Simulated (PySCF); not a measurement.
**ZrF2Cl2: geometry, NMR shifts and electronic excitations**

Aim: predict the NMR shifts and electronic excitations of ZrF2Cl2 (`[F][Zr]([F])([Cl])[Cl]`).

The runs use PySCF 2.14.0, with density-fitted response routines of our own; the level of theory stands in each step. All values are computed, except where a source is named. Atoms count from 0, in the outputs and in this text.

**1. The starting structure**

5 atoms, charge 0, multiplicity 1; geometry from: GFN2-xTB.

Bonds of the start (Å): Zr0–F1 1.84, Zr0–F2 1.84, Zr0–Cl3 2.25, Zr0–Cl4 2.25.

**2. Optimising the geometry at PBE0-D3(BJ)/def2-SVP**

Job settings and geometry (Å):

```
{"job": {"xc": "PBE0", "basis": "def2-SVP", "d3": "d3bj", "grid": 1, "maxiter": 40, "kind": "geom"}, "charge": 0, "multiplicity": 1}
Zr     0.155890    -0.000180     0.108940
F     -0.009750    -0.015620     1.937010
F      1.816780     0.013230    -0.672320
Cl    -0.989140     1.769670    -0.672600
Cl    -0.973780    -1.767090    -0.701030
```

Standard output:

```text
step   0  E = -1166.51762396  max force = 0.041142
step   1  E = -1166.52600035  max force = 0.021272
step   2  E = -1166.52847356  max force = 0.004603
step   3  E = -1166.52899679  max force = 0.003540
step   4  E = -1166.52914672  max force = 0.001974
step   5  E = -1166.52920580  max force = 0.000838
step   6  E = -1166.52922190  max force = 0.002349
step   7  E = -1166.52924851  max force = 0.002055
step   8  E = -1166.52927412  max force = 0.001033
step   9  E = -1166.52928462  max force = 0.000771
step  10  E = -1166.52928674  max force = 0.000651
step  11  E = -1166.52928863  max force = 0.000588
step  12  E = -1166.52929032  max force = 0.000552
step  13  E = -1166.52929278  max force = 0.000517
step  14  E = -1166.52929649  max force = 0.000480
step  15  E = -1166.52930152  max force = 0.000443
optimisation converged
```

It took 71 s on 1 thread, shared host.

The steps of the relaxation:

```csv
step,energy from step 0 (eV),largest force component (eV/Å)
0,0.0000,2.1156
1,-0.2279,1.0939
2,-0.2952,0.2367
3,-0.3095,0.1820
4,-0.3136,0.1015
5,-0.3152,0.0431
6,-0.3156,0.1208
7,-0.3163,0.1057
8,-0.3170,0.0531
9,-0.3173,0.0396
10,-0.3174,0.0335
11,-0.3174,0.0302
12,-0.3175,0.0284
13,-0.3175,0.0266
14,-0.3176,0.0247
15,-0.3178,0.0228
```

Close pairs (by a distance rule), those that changed most:

```csv
bond,before (Å),after (Å),change (Å)
Zr0–Cl3,2.248,2.332,+0.084
Zr0–Cl4,2.248,2.331,+0.082
Zr0–F1,1.836,1.886,+0.051
Zr0–F2,1.836,1.884,+0.049
```

The final coordinates are the input of the step that follows.

```csv
at the end point,value
"rotational constants (GHz, main isotopes)","2.009, 1.495, 1.229"
dipole moment (D),0.20
```

**3. Shielding tensors: PBE0/def2-TZVP+pcSseg-1**

Job settings and geometry (Å):

```
{"job": {"kind": "nmr", "xc": "PBE0", "basis": {"default": "pcSseg-1", "Zr": "def2-TZVP"}}, "charge": 0, "multiplicity": 1}
Zr     0.075715     0.000402     0.078837
F     -0.124871    -0.027706     1.954260
F      1.913829    -0.003743    -0.334835
Cl    -0.926499     1.901764    -0.826949
Cl    -0.938175    -1.870707    -0.871312
```

Method: GIAO PBE0/pcSseg-1 Zr:def2-TZVP NMR shielding, scalar relativity only through core potentials, gas phase.

Standard output:

```text
coarse grid: 31440 points
cycle   1  E = -1166.5589757661  dE = -5.106e+00  |g| = 1.216e+00  |ddm| = 4.546e+00
cycle   2  E = -1166.4589301609  dE =  1.000e-01  |g| = 1.360e+00  |ddm| = 2.349e+00
cycle   3  E = -1166.9234749464  dE = -4.645e-01  |g| = 1.396e-01  |ddm| = 1.320e+00
cycle   4  E = -1166.9248455049  dE = -1.371e-03  |g| = 1.170e-01  |ddm| = 2.088e-01
cycle   5  E = -1166.9267153982  dE = -1.870e-03  |g| = 5.435e-02  |ddm| = 8.474e-02
cycle   6  E = -1166.9272402036  dE = -5.248e-04  |g| = 4.435e-03  |ddm| = 3.463e-02
cycle   7  E = -1166.9272447158  dE = -4.512e-06  |g| = 1.218e-03  |ddm| = 4.595e-03
final grid: 61104 points
cycle   8  E = -1166.9270556339  dE =  1.601e-07  |g| = 1.681e-03  |ddm| = 2.664e-03
cycle   9  E = -1166.9270542954  dE =  1.339e-06  |g| = 2.977e-03  |ddm| = 3.572e-03
cycle  10  E = -1166.9270562407  dE = -1.945e-06  |g| = 3.230e-04  |ddm| = 2.285e-03
cycle  11  E = -1166.9270562592  dE = -1.853e-08  |g| = 6.777e-05  |ddm| = 2.230e-04
cycle  12  E = -1166.9270562602  dE = -1.011e-09  |g| = 7.548e-06  |ddm| = 5.393e-05
cycle  13  E = -1166.9270562602  dE = -6.821e-12  |g| = 3.137e-06  |ddm| = 7.834e-06
converged SCF energy = -1166.9270562602

GIAO shielding tensors (ppm)
atom      isotropic    diamagn.    paramagn.     s11        s22        s33       span
  0 Zr         nan         nan         nan        nan        nan        nan        nan
  1 F      -52.419     472.773    -525.192   -282.079   -234.382    359.204    641.284
  2 F      -54.172     472.728    -526.900   -286.881   -234.594    358.958    645.839
  3 Cl     440.294    1148.770    -708.475    103.215    212.295   1005.373    902.158
  4 Cl     438.873    1148.775    -709.901    101.657    209.756   1005.206    903.549
```

Run time: 8.9 s. Hardware: 1 thread, shared host.

The references, computed at this level on geometries of the same kind, shield at (ppm): 19F CFCl3 177.2, 35Cl HCl 943. Their shielding less the atom's gives the shift. The references are single molecules in the gas phase, so shifts against H2O, NH3, PH3, H3PO4 or CFCl3 are not on the usual liquid scales and can be off by tens of ppm. Atoms listed in one row are averaged.

```csv
atoms,environment,σ (ppm),δ (ppm)
"F1, F2",fluorine bonded to Zr,-53.3,230.5
"Cl3, Cl4",chlorine bonded to Zr,440,504
```

Atoms past Kr carry core potentials, so their printed shieldings have no meaning and are left out of the table.

Charges from the same density, by scheme (e):

```csv
atoms,Mulliken,ESP fit
Zr0,1.42,1.14
"F1, F2",-0.41,-0.30
"Cl3, Cl4",-0.30,-0.27
```

Mayer bond orders: Zr0–F1 1.00, Zr0–F2 1.01, Zr0–Cl3 1.12, Zr0–Cl4 1.12.

With diffuse functions Mulliken charges and Mayer bond orders lose their meaning; the other schemes are steadier.

**4. Excited states and response: wB97X-D/def2-SVPD**

Job settings and geometry (Å):

```
{"job": {"kind": "uv", "xc": "wB97X-D", "basis": "def2-SVPD", "ip": true, "nstates": 10}, "charge": 0, "multiplicity": 1}
Zr     0.075715     0.000402     0.078837
F     -0.124871    -0.027706     1.954260
F      1.913829    -0.003743    -0.334835
Cl    -0.926499     1.901764    -0.826949
Cl    -0.938175    -1.870707    -0.871312
```

With the program's defaults for keys left out, this is: TDDFT wB97X-D/def2-SVPD, vertical, gas phase, core orbitals frozen in the response.

Standard output:

```text
coarse grid: 31440 points
cycle   1  E = -1166.8803876796  dE = -6.326e+00  |g| = 7.711e-01  |ddm| = 4.226e+00
cycle   2  E = -1166.8838415218  dE = -3.454e-03  |g| = 8.384e-01  |ddm| = 1.384e+00
cycle   3  E = -1166.9965953488  dE = -1.128e-01  |g| = 1.302e-01  |ddm| = 5.282e-01
cycle   4  E = -1166.9995290183  dE = -2.934e-03  |g| = 5.617e-02  |ddm| = 1.937e-01
cycle   5  E = -1167.0003082003  dE = -7.792e-04  |g| = 1.125e-02  |ddm| = 7.202e-02
cycle   6  E = -1167.0003466578  dE = -3.846e-05  |g| = 1.712e-03  |ddm| = 1.676e-02
cycle   7  E = -1167.0003486621  dE = -2.004e-06  |g| = 5.713e-04  |ddm| = 4.800e-03
final grid: 61104 points
cycle   8  E = -1167.0036541933  dE = -6.785e-05  |g| = 2.390e-03  |ddm| = 6.505e-02
cycle   9  E = -1167.0036548286  dE = -6.353e-07  |g| = 1.999e-03  |ddm| = 5.802e-03
cycle  10  E = -1167.0036554915  dE = -6.629e-07  |g| = 6.814e-04  |ddm| = 1.733e-03
cycle  11  E = -1167.0036555782  dE = -8.674e-08  |g| = 1.538e-04  |ddm| = 9.589e-04
cycle  12  E = -1167.0036555844  dE = -6.175e-09  |g| = 4.057e-05  |ddm| = 2.820e-04
cycle  13  E = -1167.0036555850  dE = -5.939e-10  |g| = 1.495e-05  |ddm| = 7.404e-05
converged SCF energy = -1167.0036555850

Static polarisability (au): isotropic 64.064, principal 54.398 62.619 75.176

Singlet excitations
state   eV       nm        f      main configurations
  1   6.3267    196.0   0.00079   H->L+1 0.86, H-1->L 0.09
  2   6.3828    194.2   0.02274   H->L 0.71, H-1->L+1 0.18
  3   6.4168    193.2   0.00017   H-2->L 0.64, H-1->L 0.32
  4   6.4588    192.0   0.00159   H-1->L 0.57, H-2->L 0.29, H->L+1 0.12
  5   6.7203    184.5   0.00229   H-2->L+1 0.43, H-3->L 0.31, H-1->L+1 0.18
  6   6.9166    179.3   0.00001   H-3->L+1 0.91
  7   7.0241    176.5   0.10162   H-1->L+1 0.47, H->L 0.20, H-2->L+1 0.20
  8   7.2036    172.1   0.00154   H-4->L 0.93
  9   7.2112    171.9   0.00243   H-3->L 0.47, H->L+2 0.35
 10   7.2664    170.6   0.02856   H->L+2 0.55, H-2->L+1 0.13, H-5->L 0.10

Triplet excitations (Tamm-Dancoff, eV): 5.9081 6.2172 6.2877 6.3319
Vertical ionisation energy (delta-SCF) = 12.2479 eV
Vertical electron affinity (delta-SCF) = 0.3547 eV
```

Wall time 94 s (1 thread, shared host).

Frontier orbitals and where they lie:

```csv
orbital,eV,atoms
HOMO−3,-12.44,"Cl4 42 %, Cl3 41 %, Zr0 14 %"
HOMO−2,-12.06,"Cl4 84 %, Zr0 8 %"
HOMO−1,-12.05,"Cl3 85 %, Zr0 8 %"
HOMO,-11.72,"Cl3 48 %, Cl4 48 %"
LUMO,-0.64,"Zr0 70 %, Cl4 12 %, Cl3 12 %"
LUMO+1,-0.51,"Zr0 72 %, Cl4 7 %, Cl3 7 %"
LUMO+2,0.15,"Zr0 66 %, Cl4 11 %, Cl3 11 %"
```

With each of the 10 states as a Gaussian band of 0.4 eV half-width at 1/e, the curve within the window shown has maxima at 176 nm (ε 5,200) L/(mol cm). Beyond the last state computed it falls off for lack of states. The curve at chosen wavelengths:

```csv
nm,ε (L/mol/cm)
164,1387
166,2141
168,3011
170,3883
172,4615
174,5081
176,5211
179,4807
181,4262
183,3632
185,3022
187,2498
189,2083
191,1770
193,1531
195,1336
197,1160
199,993
201,829
204,598
206,462
208,345
210,250
212,175
214,119
216,79
```

Further results of this job:

```csv
property,computed
dipole moment (D),0.19
polarisability (Å³),9.49
HOMO–LUMO gap (eV),11.08
−ε(HOMO) (eV),11.72
```

**5. Nuclear shieldings: KT2/def2-TZVP+pcSseg-1**

Job settings and geometry (Å):

```
{"job": {"kind": "nmr", "xc": "KT2", "basis": {"default": "pcSseg-1", "Zr": "def2-TZVP"}, "pop": false}, "charge": 0, "multiplicity": 1}
Zr     0.075715     0.000402     0.078837
F     -0.124871    -0.027706     1.954260
F      1.913829    -0.003743    -0.334835
Cl    -0.926499     1.901764    -0.826949
Cl    -0.938175    -1.870707    -0.871312
```

Method: GIAO KT2/pcSseg-1 Zr:def2-TZVP NMR shielding, scalar relativity only through core potentials, gas phase.

Standard output:

```text
coarse grid: 31440 points
cycle   1  E = -1175.0682119749  dE = -3.483e+00  |g| = 2.866e+00  |ddm| = 4.804e+00
cycle   2  E = -1165.1009785369  dE =  9.967e+00  |g| = 5.845e+00  |ddm| = 9.837e+00
cycle   3  E = -1175.9345323718  dE = -1.083e+01  |g| = 2.160e+00  |ddm| = 9.084e+00
cycle   4  E = -1176.6313220049  dE = -6.968e-01  |g| = 1.285e+00  |ddm| = 2.168e+00
cycle   5  E = -1176.9247630713  dE = -2.934e-01  |g| = 1.256e-01  |ddm| = 6.632e-01
cycle   6  E = -1176.9268155918  dE = -2.053e-03  |g| = 8.275e-02  |ddm| = 1.366e-01
cycle   7  E = -1176.9278026103  dE = -9.870e-04  |g| = 4.513e-02  |ddm| = 6.164e-02
cycle   8  E = -1176.9281397026  dE = -3.371e-04  |g| = 1.069e-02  |ddm| = 2.533e-02
cycle   9  E = -1176.9281602748  dE = -2.057e-05  |g| = 1.381e-03  |ddm| = 7.900e-03
cycle  10  E = -1176.9281607160  dE = -4.412e-07  |g| = 1.427e-04  |ddm| = 1.280e-03
final grid: 61104 points
cycle  11  E = -1176.9278532856  dE = -3.488e-07  |g| = 5.271e-04  |ddm| = 1.930e-03
cycle  12  E = -1176.9278529971  dE =  2.885e-07  |g| = 1.306e-03  |ddm| = 1.230e-03
cycle  13  E = -1176.9278533485  dE = -3.514e-07  |g| = 9.009e-05  |ddm| = 8.166e-04
cycle  14  E = -1176.9278533496  dE = -1.066e-09  |g| = 6.591e-05  |ddm| = 1.135e-04
cycle  15  E = -1176.9278533506  dE = -9.791e-10  |g| = 1.433e-05  |ddm| = 6.042e-05
converged SCF energy = -1176.9278533506

GIAO shielding tensors (ppm)
atom      isotropic    diamagn.    paramagn.     s11        s22        s33       span
  0 Zr         nan         nan         nan        nan        nan        nan        nan
  1 F      -91.516     473.878    -565.394   -320.250   -273.692    319.394    639.644
  2 F      -92.873     473.837    -566.710   -324.660   -273.093    319.135    643.795
  3 Cl     408.919    1150.749    -741.830     83.056    184.160    959.541    876.485
  4 Cl     407.806    1150.755    -742.950     82.045    181.995    959.377    877.332
```

It took 13 s on 1 thread, shared host.

Key values: δ F1 230.8, Cl3 534 ppm (means over like atoms).

**6. Comparing the runs: NMR shifts**

Shifts (ppm), means over like atoms, with basis size and wall time:

```csv
run,F1,Cl3,functions,time
PBE0/def2-TZVP+pcSseg-1,230.5,504,122,8.9 s
KT2/def2-TZVP+pcSseg-1,230.8,534,122,13 s
```

**7. Results**

| quantity | value |
| --- | --- |
| rotational constants (main isotopes) | 2.01, 1.49, 1.23 GHz |
| 19F shifts against CFCl3 (PBE0/def2-TZVP+pcSseg-1, means over atoms taken as alike) | 230.5 ppm |
| 35Cl shifts against HCl (PBE0/def2-TZVP+pcSseg-1, means over atoms taken as alike) | 504 ppm |
| lowest singlet (wB97X-D/def2-SVPD) | 6.33 eV (196 nm), f = 0.001 |
| brightest single state of those computed | state 7, 7.02 eV, f = 0.102 |
| lowest triplet | 5.91 eV |
| vertical ionisation energy (ΔSCF) | 12.25 eV |
| vertical electron affinity (ΔSCF) | 0.35 eV |
| range of the shift of Cl3 | 504 to 534 ppm |

**Reading.** The optimisation took 15 steps and gained 0.318 eV; among the close pairs (by a distance rule), Zr0–Cl3 changed most, from 2.248 to 2.332 Å. At PBE0/def2-TZVP+pcSseg-1: The largest span, 903 ppm, is at Cl3, Cl4, where the paramagnetic term is -709 ppm. The lowest singlet, at 6.33 eV, is HOMO→LUMO+1 0.86, HOMO−1→LUMO 0.09 and is dark; of the 10 states computed, the strongest absorption comes from state 7 at 7.02 eV. The lowest triplet lies 0.42 eV below the lowest singlet (triplets in Tamm-Dancoff, singlets in full TDDFT). ΔSCF puts the ionisation energy at 12.25 eV, 0.53 eV above −ε(HOMO). Across the 2 runs the shift of Cl3 (with its like atoms) moves most, between 504 (PBE0/def2-TZVP+pcSseg-1) and 534 ppm (KT2/def2-TZVP+pcSseg-1). Spin-orbit coupling is left out, which matters for shieldings and couplings at and beside the heavy atoms.
